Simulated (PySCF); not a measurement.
# C5H11O2P: the cost of one run

Computed with PySCF 2.14.0 and routines of our own; the level stands in each step. Atoms count from 0.

## Step 1: The system as given

19 atoms, charge 0, multiplicity 1; geometry from: GFN2-xTB.

## Step 2: Relaxing the molecule at PBE0/def2-SV(P)

Job settings and geometry (Å):

```
{"job": {"xc": "PBE0", "basis": "def2-SV(P)", "grid": 1, "kind": "geom"}, "charge": 0, "multiplicity": 1}
C      2.885491     0.592968     0.025000
C      1.882418     0.057752     0.695346
P      0.520977    -0.734853    -0.213177
O      0.715655    -0.834894    -1.664126
O      0.419323    -2.200516     0.470999
C     -1.034646     0.091847     0.339832
C     -0.952672     1.547514    -0.091663
C     -2.199272    -0.636397    -0.311997
H      2.881215     0.567960    -1.053126
H      3.728218     1.065236     0.505081
H      1.834110     0.047749     1.774037
H      0.653011    -2.844351    -0.200693
H     -1.104008     0.019115     1.428227
H     -0.109099     2.044847     0.386014
H     -1.865588     2.081591     0.166680
H     -0.811082     1.598866    -1.169744
H     -3.140526    -0.133252    -0.096333
H     -2.053665    -0.661482    -1.390902
H     -2.259665    -1.660449     0.052305
```

The run is started by

```bash
$ OMP_NUM_THREADS=1 python excited_run.py task.json out
```

One launch serves the whole session: the jobs run in the order shown.

Q: Estimate the wall time and peak memory of this first job on 1 thread of Arm Neoverse V1, shared host.

About 1.8 min, with a peak of 0.62 GiB.
